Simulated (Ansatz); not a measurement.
# B6As: the cost of one run

Program: Ansatz 0.2.0. Level of theory: DFT r2SCAN, scalar-relativistic, plane waves, PAW. These are calculated values, not measurements.

1 further run of the same task is left out (set aside as unsound or not needed). Runs told in other sessions of the task aren't counted.

## Step 1: The structure to begin with

Symmetry: R-3m, No. 166, trigonal system. Conventional cell: a = 6.132 Å, b = 6.132 Å, c = 11.896 Å, α = 90.00°, β = 90.00°, γ = 120.00°. B (site symmetry m) is surrounded by 6 B at 1.77 to 1.90 Å. B (site symmetry m) is surrounded by 5 B at 1.73 to 1.81 Å and 1 As at 2.00 Å. As (site symmetry 3m) has 3 B at 2.00 Å in its first shell of neighbours.

Coordinates:

```
CELL_PARAMETERS angstrom
3.06613 1.77023 3.96520
-3.06613 1.77023 3.96520
0.00000 -3.54046 3.96520
ATOMIC_POSITIONS crystal
B 0.01510 0.01510 0.32494
B 0.01510 0.32494 0.01510
B 0.82174 0.27275 0.82174
B 0.82174 0.82174 0.27275
B 0.27275 0.82174 0.82174
B 0.72725 0.17826 0.17826
B 0.17826 0.72725 0.17826
B 0.17826 0.17826 0.72725
B 0.98490 0.67506 0.98490
B 0.98490 0.98490 0.67506
B 0.67506 0.98490 0.98490
B 0.32494 0.01510 0.01510
As 0.60035 0.60035 0.60035
As 0.39965 0.39965 0.39965
```

It goes back to an entry of the Materials Project.

This cell was relaxed beforehand with the same method: volume 9.22 Å³/atom, gap on the mesh 2.88 eV.

## Step 2: Static run: bands, density of states and charges

input.yaml reads:

```yaml
crystal:
  lattice:
    - [3.0661280462, 1.7702298529, 3.9651959276]
    - [-3.0661280462, 1.7702298529, 3.9651959276]
    - [0.0, -3.5404597057, 3.9651959276]
  atoms:
    - { symbol: B, position: [0.0151018127, 0.0151018127, 0.3249404239] }
    - { symbol: B, position: [0.0151018127, 0.3249404239, 0.0151018127] }
    - { symbol: B, position: [0.8217379156, 0.2727458789, 0.8217379156] }
    - { symbol: B, position: [0.8217379156, 0.8217379156, 0.2727458789] }
    - { symbol: B, position: [0.2727458789, 0.8217379156, 0.8217379156] }
    - { symbol: B, position: [0.7272541211, 0.1782620844, 0.1782620844] }
    - { symbol: B, position: [0.1782620844, 0.7272541211, 0.1782620844] }
    - { symbol: B, position: [0.1782620844, 0.1782620844, 0.7272541211] }
    - { symbol: B, position: [0.9848981873, 0.6750595761, 0.9848981873] }
    - { symbol: B, position: [0.9848981873, 0.9848981873, 0.6750595761] }
    - { symbol: B, position: [0.6750595761, 0.9848981873, 0.9848981873] }
    - { symbol: B, position: [0.3249404239, 0.0151018127, 0.0151018127] }
    - { symbol: As, position: [0.6003546047, 0.6003546047, 0.6003546047] }
    - { symbol: As, position: [0.3996453953, 0.3996453953, 0.3996453953] }
basis:
  ecutwfc: 500
kpoints:
  mp_grid: { grid: [6, 6, 6] }
  band_path:
    path:
      - [[0.0, 0.0, 0.0], [0.5, 0.5, 0.5], [0.70045972, 0.29954028, 0.5]]
      - [[0.5, -0.29954028, 0.29954028], [0.5, 0.0, 0.0], [0.0, 0.0, 0.0], [0.39977014, -0.39977014, 0.0]]
      - [[0.60022986, 0.0, 0.39977014], [0.5, 0.0, 0.5], [0.0, 0.0, 0.0]]
    npoints: 10
hamiltonian:
  xc: r2scan
scf:
  occupations: { method: gaussian, width: 0.02 }
  n_extra_bands: 35
output:
  forces: true
  stress: true
  eigenvalues: true
  populations: true
  dos: { projected: true, de: 0.02, nscf_kmesh: { grid: [9, 9, 9] } }
  bader: false
  write_density: true
  write_potential: true
  elf: true
  volumetric_format: npy
```

The run is started by

```console
$ ansatz run input.yaml --threads 4 --pin off --max-ram 10240MiB --backend cpu --events-out ev --progress --plain --runs-dir out
```

**Question.** How long does this run take on 4 threads of Oxide Virtual Turin-like (Zen 5), shared host, and how much memory does it need?

About 20 s, with a peak of 1.1 GiB.
